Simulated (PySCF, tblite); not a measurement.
**C6H11PSSi: infrared bands and NMR shifts**

Wanted: the infrared bands and NMR shifts of C6H11PSSi (`C[Si](C)(C)c1cpcs1`), by calculation.

Computed with tblite 0.8.0 and PySCF 2.14.0, with density-fitted response routines of our own, on a single molecule in the gas phase. Atoms are numbered from 0 throughout.

### Step 1. The starting structure

20 atoms, charge 0, multiplicity 1; geometry from: GFN2-xTB.

Bonds of the start (Å): C0–Si1 1.90, Si1–C2 1.91, Si1–C3 1.91, Si1–C4 1.90, C4–C5 1.36, C5–P6 1.77, P6–C7 1.70, C7–S8 1.71, S8–C4 1.73, C0–H9 1.09, C0–H10 1.09, C0–H11 1.09, C2–H12 1.09, C2–H13 1.09, C2–H14 1.09, C3–H15 1.09, C3–H16 1.09, C3–H17 1.09, C5–H18 1.08, C7–H19 1.08.

### Step 2. Harmonic vibrations with GFN2-xTB

The job: settings as JSON, then the geometry in Å.

```
{"job": {"kind": "ir", "xc": "GFN2-xTB", "basis": "xTB"}, "charge": 0, "multiplicity": 1}
C     -1.642259    -1.207504    -1.027838
Si    -0.750333     0.135958    -0.017425
C     -1.365496     0.138279     1.786395
C     -0.986459     1.856402    -0.805041
C      1.109147    -0.232281     0.008241
C      1.778129    -1.186880    -0.687769
P      3.528267    -1.320395    -0.496051
C      3.578374    -0.026732     0.611465
S      2.108343     0.753000     1.017131
H     -1.306509    -1.224463    -2.059926
H     -1.479943    -2.195871    -0.609094
H     -2.712414    -1.026631    -1.035886
H     -2.411919     0.421731     1.842917
H     -0.799679     0.839530     2.392565
H     -1.266227    -0.843063     2.241117
H     -0.633634     1.876424    -1.832112
H     -2.033160     2.144385    -0.811541
H     -0.439317     2.615822    -0.254103
H      1.250765    -1.855049    -1.350370
H      4.469173     0.348015     1.084289
```

**Question.** This job is followed by: GIAO PBE0/pcSseg-1 NMR shielding, non-relativistic, gas phase. Predict these results of the whole session: strongest single infrared mode (GFN2-xTB); zero-point energy (GFN2-xTB); ¹³C shifts against TMS (PBE0/pcSseg-1, means over atoms taken as alike); ¹H shifts against TMS (PBE0/pcSseg-1, means over atoms taken as alike); ²⁹Si shifts against TMS (PBE0/pcSseg-1); ³¹P shifts against H3PO4 (PBE0/pcSseg-1); ³³S shifts against CS2 (PBE0/pcSseg-1).

The runs gave:

| quantity | value |
| --- | --- |
| strongest single infrared mode (GFN2-xTB) | 866 cm⁻¹, 201 km/mol |
| zero-point energy (GFN2-xTB) | 94.7 kcal/mol |
| ¹³C shifts against TMS (PBE0/pcSseg-1, means over atoms taken as alike) | 175.3, 164.8, 157.0, 1.2 ppm |
| ¹H shifts against TMS (PBE0/pcSseg-1, means over atoms taken as alike) | 9.10, 8.35, 0.39 ppm |
| ²⁹Si shifts against TMS (PBE0/pcSseg-1) | -5.5 ppm |
| ³¹P shifts against H3PO4 (PBE0/pcSseg-1) | 230.1 ppm |
| ³³S shifts against CS2 (PBE0/pcSseg-1) | 360 ppm |

In words: No mode is imaginary among the 54: a minimum at this level. The strongest single mode, at 866 cm⁻¹, has its largest shares on C5, H11 and Si1 (the list is cut at 3 atoms). Unscaled tight-binding wavenumbers are off by several per cent, some by more. Its intensities can rank the bands wrongly. At PBE0/pcSseg-1: The widest tensor belongs to P6: span 560 ppm, with a paramagnetic part of -879 ppm. NICS(1)zz of -28 ppm above the planar ring from C4 marks a diatropic (aromatic) ring current.
